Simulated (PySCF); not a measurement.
# Zn(2+): dipole response in def2-QZVPPD

Aim: the static polarisability and the C₆ coefficient of Zn(2+), method by method.

The numbers are computed with PySCF 2.14.0 (unrestricted determinants in a Gaussian basis, no spin-orbit coupling in the energies), except any that are marked as measured or tabulated.

## Step 1: Starting point

| Quantity | Value |
| --- | --- |
| Element | zinc (Z = 30) |
| Basis | def2-QZVPPD (11s6p5d4f2g, 100 functions) |
| Hamiltonian | no relativity, point nucleus |
| State 1 | Zn(2+): [Ar] 3d10, closed-shell 1S |
| Methods | HSE06 |

The outer shells:

Zn2+ [Ar] 3d10
```
[Ar] core
3d [↑↓][↑↓][↑↓][↑↓][↑↓]
```

The runs were made by one driver on top of PySCF. The scripts below sum up each run's settings (the driver also hands on starting orbitals that pick excited configurations, and frozen orbitals as a list rather than a count), and the logs come from the driver's own runs. The driver starts from symmetry-adapted Hartree-Fock orbitals, holds the occupation by maximum overlap and uses a logarithmic radial grid for functionals, so a plain start would take other cycles.

The integrals over 100 functions and the set-up took 3.8 s of CPU time.

## Step 2: Zn(2+), at HSE06

#### HSE06

The input, input.py:

```python
from pyscf import gto, scf, dft, mp, cc
import basis_set_exchange as bse
mol = gto.M(atom="Zn 0 0 0", charge=2, spin=0, symmetry="D2h",
            basis=gto.basis.parse(bse.get_basis("def2-QZVPPD", elements=["Zn"], fmt="nwchem")))
mf = dft.UKS(mol, xc="HSE06")
mf.irrep_nelec = {'Ag': (5, 5), 'B1g': (1, 1), 'B2g': (1, 1), 'B3g': (1, 1), 'B1u': (2, 2), 'B2u': (2, 2), 'B3u': (2, 2)}
mf.kernel()
```

The program printed:

```text
damping factor = 0
level_shift factor = 0
DIIS = <class 'pyscf.scf.diis.CDIIS'>
diis_start_cycle = 1
diis_space = 10
diis_damp = 0
SCF conv_tol = 1e-09
SCF conv_tol_grad = None
number electrons alpha = 14  beta = 14
XC functionals = HSE06
    J. Heyd, G. E. Scuseria, and M. Ernzerhof.,  J. Chem. Phys. 118, 8207 (2003)
    J. Heyd, G. E. Scuseria, and M. Ernzerhof.,  J. Chem. Phys. 124, 219906 (2006)
    A. V. Krukau, O. A. Vydrov, A. F. Izmaylov, and G. E. Scuseria.,  J. Chem. Phys. 125, 224106 (2006)
cycle= 1 E= -1778.18489418797  delta_E= -0.0053  |g|= 0.175  |ddm|= 0.103
cycle= 2 E= -1778.17796421395  delta_E= 0.00693  |g|=  0.3  |ddm|= 0.103
cycle= 3 E= -1778.18897993975  delta_E= -0.011  |g|= 0.00804  |ddm|= 0.0632
cycle= 4 E= -1778.18898913127  delta_E= -9.19e-06  |g|= 0.000191  |ddm|= 0.00186
cycle= 5 E= -1778.18898913586  delta_E= -4.59e-09  |g|= 4.53e-06  |ddm|= 4.08e-05
cycle= 6 E= -1778.18898913586  delta_E= -1.82e-12  |g|= 6.07e-08  |ddm|= 1.02e-06
converged SCF energy = -1778.18898913586  <S^2> = -1.0658141e-14  2S+1 = 1
```

It used 31 s of CPU time after the integrals (shared host).

Orbital energies by shell (radii are means over both spins):

```
shell  electrons  mean orbital energy (eV)  spread (eV)  rms radius (bohr)
   1s          2                   -9479.2            0             0.0591
   2s          2                   -1171.6            0              0.249
   2p          6                   -1033.9            0              0.221
   3s          2                   -152.64            0              0.743
   3p          6                   -108.40            0              0.781
   3d         10                   -33.530            0              0.995
```

⟨S²⟩ = 0.000, ⟨L²⟩ = 0.00.

The driver then solved the coupled dipole response at imaginary frequencies: mean α = 2.675 bohr³, C₆ = 7.084 au for a like pair.

Radial density 4πr²ρ of Zn(2+) at HSE06:

```
r (bohr)  density
0.000899    0.178
 0.00151    0.485
 0.00254     1.29
 0.00428     3.29
 0.00720     7.80
  0.0121     16.5
  0.0204     28.5
  0.0343     36.2
  0.0576     31.5
  0.0969     31.4
   0.163     41.7
   0.274     25.1
   0.461     22.3
   0.776     19.8
    1.31     4.91
    2.20    0.507
    3.69   0.0120
```

## Step 3: Polarisabilities and C₆

Zn(2+), in atomic units:

```
method  mean α  C₆ (like pair)  S(−4)
 HSE06   2.675           7.084  3.244
```

α(iu) at HSE06:

```
u (hartree)  α(iu) (bohr³)
          0          2.675
     0.0500          2.667
      0.100          2.643
      0.200          2.555
      0.300          2.429
      0.500          2.137
      0.750          1.801
       1.00          1.534
       1.50          1.158
       2.00         0.9117
       3.00         0.6146
       5.00         0.3364
```

## Step 4: Outcome

| quantity | value |
| --- | --- |
| α of Zn(2+) | 2.675 (HSE06) bohr³ |

In words: A single London oscillator with the computed α and C₆ of Zn(2+) at HSE06 would have ω = 4 C₆ / (3 α²) = 1.32 hartree. All values hold for this basis alone; no basis-set limit was taken.
